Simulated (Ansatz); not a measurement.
Crystal: BaMg7.

```xyz
8
Lattice="6.9429 0.0000 0.0000 -3.4714 6.0127 0.0000 0.0000 0.0000 5.3046" Properties=species:S:1:pos:R:3 pbc="T T T"
Ba    0.0000    0.0000    2.6523
Mg    3.4714    2.0042    0.0000
Mg    1.5950    4.9294    0.0000
Mg   -1.5950    4.9294    0.0000
Mg    0.0000    2.1667    0.0000
Mg    0.0000    5.9425    2.6523
Mg    1.6749    3.0415    2.6523
Mg   -1.6749    3.0415    2.6523
```

The cell comes from a database or a generator and needn't be the stable form of this composition.

```yaml
Program: Ansatz 0.2.0
Task: single point
Functional: PBE
Potentials_or_basis: Ansatz PAW
Cutoff: "420 eV (not typed: the program's choice for these potentials)"
k_mesh: 5 × 5 × 5
Occupations: fermi-dirac, width 0.05 eV
Spin: no spin polarisation
```

On this cell: pressure 0.0 GPa; largest force 0.074 eV/Å; band gap on the k mesh none (metal or under the smearing width).

The same run follows on a disturbed copy (atoms moved at random, drawn with an rms of 0.05 Å):

```
Ba Mg
1.0
     6.94287    0.00000    0.00000
    -3.47144    6.01271    0.00000
     0.00000    0.00000    5.30464
Ba Mg
1 7
Direct
  0.99126 0.99350 0.49576
  0.66263 0.33718 0.00073
  0.64779 0.81803 0.99528
  0.18191 0.81707 0.99988
  0.18557 0.36767 0.00871
  0.49178 0.98465 0.50840
  0.50288 0.50462 0.49811
  0.01143 0.50067 0.49540
```

Task: What does the disturbed cell give?

Result: The energy (extrapolated to zero smearing) moves by +4.3 meV/atom; pressure 0.1 GPa; largest force 0.395 eV/Å; band gap on the k mesh none (metal or under the smearing width).

Forces on the atoms (eV/Å):
```
Ba   0.310  0.215  0.120
Mg   0.088 -0.052 -0.001
Mg  -0.210 -0.043  0.052
Mg   0.030  0.023 -0.015
Mg   0.018 -0.055 -0.178
Mg  -0.053 -0.021 -0.100
Mg  -0.161 -0.136  0.035
Mg  -0.022  0.071  0.086
```

Stress tensor (GPa, compression positive):
```
 0.11  0.14 -0.07
 0.14 -0.03 -0.12
-0.07 -0.12  0.22
```
